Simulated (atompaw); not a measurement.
**A PAW (atompaw) potential for iodine, from input to tests**

Task: generate the file, and judge it by its logarithmic derivatives, its ghosts and its cutoff.

Program: atompaw 4.2.0.5. Reference atom: PBE, scalar-relativistic, spherical and spin-unpolarised. All values are calculated.

## 1. The atom and the settings

The settings as typed:

| Property | Result |
| --- | --- |
| element | iodine (I, Z = 53) |
| type | PAW |
| frozen core | [Kr] |
| valence charge | 17 |
| reference configuration | 4d10 5s2 5p5 |
| partial waves | 5s (bound): rc 2.35 bohr; 5s channel at 2.3 Ry: rc 2.35 bohr; 5p (bound): rc 2.35 bohr; 5p channel at 2.65 Ry: rc 2.35 bohr; 4d (bound): rc 2.35 bohr; 4d channel at -2.6 Ry: rc 1.25 bohr |
| local potential | troulliermartins scheme with l = 3 at 0.5 Ry, radius 1.85 bohr |
| core correction | smooth core density matched at 1.60 bohr |
| augmentation charge | sinc compensation charge, radius 1.85 bohr; PAW radius 2.35 bohr; waves and projectors: custom polynom2 7 10 vanderbiltortho |

An earlier all-electron run gives the scale for the radii.

All-electron outer shells of the reference configuration (PBE, scalar-relativistic, ld1.x):

```tsv
shell	level (eV)	outermost node (bohr)	outermost maximum (bohr)
4s	-180.60	0.37	0.68
4p	-127.57	0.37	0.72
4d	-50.28	0.35	0.78
5s	-17.41	0.88	1.70
5p	-7.09	0.96	2.02
```

## 2. The generation run

File I.input:

```
I 53
GGA-PBE scalarrelativistic loggrid 1500 logderivrange -6 5 276
5 5 4 0 0 0
5 1 5
0 0 0
c
c
c
c
v
c
c
c
v
c
v
2
2.35 1.85 1.85 1.60
y
2.3
n
y
2.65
n
y
-2.6
n
custom polynom2 7 10 vanderbiltortho sinc
3 0.5 troulliermartins
2.35
2.35
2.35
2.35
2.35
1.25
PWSCFOUT
UPFDX 0.0125d0 UPFXMIN -7.d0 UPFZMESH 53.d0
END
```

Run with:

```bash
$ atompaw < I.input > I.log
```

**Question.** What will these runs give? Wanted: cutoffs for 10 and 1 mRy, occupied levels; bound ghosts; largest phase difference near zero energy, channels read; lowest eigenvalue of the overlap; share of valence orbitals outside the PAW sphere; UPF file.

As calculated:

| quantity | value |
| --- | --- |
| cutoffs for 10 and 1 mRy, occupied levels | 40 Ry and 50 Ry |
| bound ghosts | s at -147.00 eV, d at -66.21 eV |
| largest phase difference near zero energy, channels read | 3.141 rad |
| lowest eigenvalue of the overlap (Bessel basis) | 0.329 (s) |
| share of valence orbitals outside the PAW sphere | 5s 25 %, 5p 48 %, 4d 0 % |
| UPF file | written |

**Reading.** It has a bound ghost (s, d), a state that the atom doesn't have, and that rules the file out. The potential is of middling hardness: the looser tolerance needs 40 Ry. The slowest occupied level is 4d: taken alone it needs 40 Ry to come within 1 mRy, against 15 Ry for 5p. Of the channels read, p scatters worst near zero energy, by up to 3.14 rad. A step near π is an extra or missing state, not a misfit of shape. In the d channel the atom's pole at -3.65 Ry sits lower, at -4.84 Ry, in the pseudo curve. The pseudo curves have a pole with no partner nearby in the atom's: p at 0.26 Ry. At positive energy that is a spurious or a displaced resonance. All of this concerns the isolated atom, not yet a solid.
